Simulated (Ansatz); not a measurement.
# NSb: the cost of one run

Computed with Ansatz 0.2.0, Gaussian basis. Level: the settings change from run to run.

### 1 The relaxed structure

The structure was relaxed beforehand with PBE0-D4 in a triple-zeta def2 set. Sb takes a core potential in def2 sets; no spin-orbit term is included.

SMILES `[N]#[Sb]`, 2 atoms, charge 0, spin multiplicity 1.

Atoms are counted from 1 here; the program's logs count them from 0.

Bond lengths: N1–Sb2 1.804 Å.

As a file:

```xyz
2

N    -0.7663    0.2753   -0.3879
Sb    0.7663   -0.2753    0.3879
```

### 2 revPBE/ANO-RCC-VTZP

This run has relativity set to none, high accuracy, the search for lower states set to light.

in.yaml

```yaml
crystal:
  periodic: [false, false, false]
  atoms:
    - {symbol: N, position_ang: [-0.766316, 0.275338, -0.387905]}
    - {symbol: Sb, position_ang: [0.766316, -0.275338, 0.387905]}
basis:
  gaussian: {orbitals: ANO-RCC-VTZP}
hamiltonian: {xc: {name: revPBE}, pseudopotentials: {relativity: none}}
accuracy: high
scf: {lower_state_search: light}
output: {forces: true}
```

Launch:

```
ansatz run in.yaml --threads 2 --pin off --events-out ev --progress --plain --max-ram 32768MiB --backend cpu
```

Q: Estimate wall time and peak memory on 2 threads of AMD EPYC 7R13, shared host.

About 22 s, with a peak of 0.28 GiB.
